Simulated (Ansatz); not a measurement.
# AlBF₂H₂S: one species, many methods

How much do the methods differ for AlBF₂H₂S? The plan is to run it at one geometry with functionals of several rungs and with coupled cluster, and see how far each lands from CCSD(T) at the basis-set limit for the atomisation energy.

Method: functionals in def2-TZVPP, the program's frozen cores in correlated methods; program: Ansatz 0.2.0, Gaussian basis.

Levels to be run: LDA (SPW92), PBE-D4, revPBE-D4, BLYP-D4, r2SCAN-D4, B97M-V, PBE0-D4, B3LYP-D4, r2SCANh-D4, r2SCAN0-D4, HSE06-D4, BHLYP-D4, CAM-B3LYP-D4, LC-ωPBE, ωB97X-V, ωB97M-V, B2PLYP, PBE-QIDH; CCSD(T)/def2-SVP; CCSD(T)/def2-TZVPP; MP2/def2-QZVPP; extrapolation to the limit; RPA on PBE.

## Step 1: The relaxed structure

The geometry comes from an earlier relaxation with PBE0-D4 in a triple-zeta def2 set; it is a stationary point, not always the lowest conformer.

SMILES `B[S][Al]([F])[F]`, 7 atoms, charge 0, spin multiplicity 1.

Atoms are counted from 1 here; the program's logs count them from 0.

Bond lengths: B1–S2 1.757 Å, B1–H6 1.187 Å, B1–H7 1.246 Å, S2–Al3 2.187 Å, Al3–F4 1.639 Å, Al3–F5 1.639 Å. Angles: S2–B1–H6 127.3°, S2–B1–H7 119.3°, H6–B1–H7 113.4°, B1–S2–Al3 71.0°, S2–Al3–F4 120.1°, S2–Al3–F5 120.1°, F4–Al3–F5 118.3°.

## Step 2: LDA

This LDA is Slater exchange with PW92 correlation.

The input, in.yaml:

```yaml
crystal:
  periodic: [false, false, false]
  atoms:
    - {symbol: B, position_ang: [-0.892422, 0.838543, -0.090543]}
    - {symbol: S, position_ang: [-1.303384, -0.480987, 0.993621]}
    - {symbol: Al, position_ang: [0.693720, -0.829582, 0.172554]}
    - {symbol: F, position_ang: [0.889841, -1.813716, -1.123546]}
    - {symbol: F, position_ang: [2.022368, -0.397248, 1.029665]}
    - {symbol: H, position_ang: [-1.560683, 1.782099, -0.359822]}
    - {symbol: H, position_ang: [0.211958, 0.832892, -0.667630]}
basis:
  gaussian: {orbitals: def2-TZVPP}
hamiltonian: {xc: lda}
output: {orbitals: {seedname: orbitals}}
```

Launch:

```
$ ansatz run in.yaml --threads 2 --pin off --events-out ev --progress --plain --max-ram 4352MiB
```

The runs that follow: PBE-D4 (GGA); revPBE-D4 (GGA); BLYP-D4 (GGA); r2SCAN-D4 (meta-GGA); B97M-V (meta-GGA); B3LYP-D4 (hybrid); r2SCANh-D4 (hybrid); r2SCAN0-D4 (hybrid); HSE06-D4 (hybrid); BHLYP-D4 (hybrid); CAM-B3LYP-D4 (range-separated); LC-ωPBE (range-separated); ωB97X-V (range-separated); ωB97M-V (range-separated); B2PLYP (double hybrid); PBE-QIDH (double hybrid); CCSD(T) in def2-SVP; CCSD(T) in def2-TZVPP; MP2 in def2-QZVPP; RPA on PBE orbitals.

Before running them: what should the planned runs give, taken together? Wanted: atomisation energy, CCSD(T)/CBS; farthest beyond LDA; mean size of error, GGA; mean size of error, meta-GGA; mean size of error, hybrid; mean size of error, range-separated; mean size of error, double hybrid; gap, smallest and largest; T1 diagnostic.

As calculated:

| quantity | value |
| --- | --- |
| atomisation energy, CCSD(T)/CBS | 2708.1 kJ/mol |
| functionals within 13.5 kJ/mol (0.5 %) | r2SCANh-D4, ωB97X-V, ωB97M-V |
| farthest beyond LDA | BHLYP-D4 (-113.7 kJ/mol) |
| mean size of error, GGA | 36.9 kJ/mol |
| mean size of error, meta-GGA | 20.5 kJ/mol |
| mean size of error, hybrid | 42.0 kJ/mol |
| mean size of error, range-separated | 9.7 kJ/mol |
| mean size of error, double hybrid | 32.9 kJ/mol |
| gap, smallest and largest | 4.44 eV (LDA (SPW92)), 11.70 eV (LC-ωPBE) |
| T1 diagnostic | 0.0149 |
| triples share of the correlation energy | 3.5 % |

The LDA atomisation energy is off by 351.5 kJ/mol (13 %): it overbinds. PBE-D4 is off by +24.6 kJ/mol. Double hybrids carry the basis error of their MP2 part in triple zeta, and no dispersion term here, so their miss is partly the set-up's. Taken by rung, range-separated functionals do best (9.7 kJ/mol on average) and hybrid ones worst beyond LDA (42.0 kJ/mol). The mean of the hybrids holds BHLYP, with half exact exchange. Misses under about 13.5 kJ/mol are within the doubt on the reference itself, which lacks core-valence correlation, relativity and higher excitations. Hartree-Fock recovers 76 % of the binding; the rest is correlation. CCSD(T) in def2-SVP is off by -166.0 kJ/mol, so the small basis spoils what the method gains. Orbital gaps span 4.4 to 11.7 eV; exact exchange widens them.
